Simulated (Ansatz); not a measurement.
**InAg3 (database structure): how the settings move a single-point run**

Aim: see which settings change the result for InAg3 (database structure), by how much, and at what cost.

Method: reference: DFT PBEsol, plane waves, PAW, scalar-relativistic, no spin polarisation, in Ansatz 0.2.0.

2 further runs of the same task are left out: 1 that didn't finish, 1 set aside as unsound or not needed.

## 1. The structure to begin with

The structure is cubic, space group Pm-3m (No. 221). The conventional cell has a = 4.210 Å, b = 4.210 Å, c = 4.210 Å, α = 90.00°, β = 90.00°, γ = 90.00°. In (site symmetry m-3m) has 12 Ag at 2.98 Å as nearest neighbours. Ag (site symmetry 4/mmm) has 4 In at 2.98 Å and 8 Ag at 2.98 Å as nearest neighbours.

As a file:

```cif
data_structure
_symmetry_space_group_name_H-M 'P 1'
_symmetry_Int_Tables_number 1
_cell_length_a 4.2104
_cell_length_b 4.2104
_cell_length_c 4.2104
_cell_angle_alpha 90.000
_cell_angle_beta 90.000
_cell_angle_gamma 90.000
_cell_volume 74.64
loop_
_atom_site_label
_atom_site_type_symbol
_atom_site_fract_x
_atom_site_fract_y
_atom_site_fract_z
_atom_site_occupancy
In1 In 0.00000 0.00000 0.00000 1
Ag1 Ag 0.00000 0.50000 0.50000 1
Ag2 Ag 0.50000 0.00000 0.50000 1
Ag3 Ag 0.50000 0.50000 0.00000 1
```

## 2. Reference

The input, input.yaml:

```yaml
crystal:
  lattice:
    - [4.21038093, 0.0, 0.0]
    - [0.0, 4.21038093, 0.0]
    - [0.0, 0.0, 4.21038093]
  atoms:
    - { symbol: In, position: [0.0, 0.0, 0.0] }
    - { symbol: Ag, position: [0.0, 0.5, 0.5] }
    - { symbol: Ag, position: [0.5, 0.0, 0.5] }
    - { symbol: Ag, position: [0.5, 0.5, 0.0] }
  symmetry: { tolerance: 0.0003 }
kpoints:
  mp_grid: { grid: [4, 4, 4], shift: [0, 0, 0] }
magnetization:
  spin_polarized: false
scf:
  occupations: { method: gaussian, width: 0.0673 }
hamiltonian:
  pseudopotentials: { kind: paw }
  xc: pbesol
basis:
  ecutwfc: 420
output:
  forces: true
  stress: true
  eigenvalues: true
```

On the command line:

```bash
$ ansatz run input.yaml --threads 1 --pin off --max-ram 2560MiB --backend cpu --events-out ev --progress --plain --runs-dir out
```

## 3. Variant: occupations.method cold, occupations.width 0.2, scf.algorithm direct_min

input.yaml, as its differences from that of step 2:

```diff
@@ -16,3 +16,4 @@
 scf:
-  occupations: { method: gaussian, width: 0.0673 }
+  occupations: { method: cold, width: 0.2 }
+  algorithm: direct_min
 hamiltonian:
```

## 4. Variant: chi_scale 0.1, xc lc_wpbe, hubbard.sites [{species: Ag, l: d, u_eff: 4.0}], hubbard.double_counting amf

input.yaml, as its differences from that of step 2:

```diff
@@ -17,5 +17,7 @@
   occupations: { method: gaussian, width: 0.0673 }
+  initial_density: { chi_scale: 0.1 }
 hamiltonian:
   pseudopotentials: { kind: paw }
-  xc: pbesol
+  xc: lc_wpbe
+  hubbard: { sites: [{ species: Ag, l: d, u_eff: 4.0 }], double_counting: amf }
 basis:
```

**Question.** What will these runs give? Wanted: for each run, ending; energy change; pressure; gap; force.

The runs gave:

| run | ending | energy change | pressure (GPa) | gap (eV) | force (eV/Å) | cycles | time |
| --- | --- | --- | --- | --- | --- | --- | --- |
| reference | converged | 0 | -3.9 | 0.00 | 0.00 | 6 | 1.6 s |
| 1: occupations.method cold, occupations.width 0.2, scf.algorithm direct_min | converged | -0.6 meV/atom (σ→0) | -4.2 | 0.00 | 0.00 | 9 | 5.7 s |
| 2: chi_scale 0.1, xc lc_wpbe, hubbard.sites [{species: Ag, l: d, u_eff: 4.0}], hubbard.double_counting amf | converged | not comparable | -3.3 | 0.00 | 0.00 | - | 63 s |

Residual by cycle in the longest SCF loop of each run; runs are numbered as in the table. The quantity is the density residual dr2, in eV.

```
cycle  reference   run 1   run 2
    1     0.0377  0.0413  1.3e-4
    2    0.00153  0.0247  8.3e-5
    3     3.2e-4  4.9e-4  8.1e-5
    4     1.8e-5  2.6e-6  9.6e-6
    5     1.7e-6  3.7e-8  5.8e-6
    6     7.0e-8  1.8e-5  5.6e-6
    7          -  9.3e-6  1.1e-6
    8          -  1.3e-6  7.4e-7
    9          -  9.4e-8  1.6e-7
   10          -       -  4.4e-8
   11          -       -  1.6e-9
```

**Reading.** «occupations.method cold, occupations.width 0.2, scf.algorithm direct_min» moves the energy by -0.6 meV/atom. A changed U is a change of model: its shifts are not errors of convergence. Of the variants the dearest is «chi_scale 0.1, xc lc_wpbe, hubbard.sites [{species: Ag, l: d, u_eff: 4.0}], hubbard.double_counting amf» (63 s), the cheapest «occupations.method cold, occupations.width 0.2, scf.algorithm direct_min» (5.7 s), on a shared host.

Caveats on the reference run: its mesh is coarse for a cell with so small a gap or none.
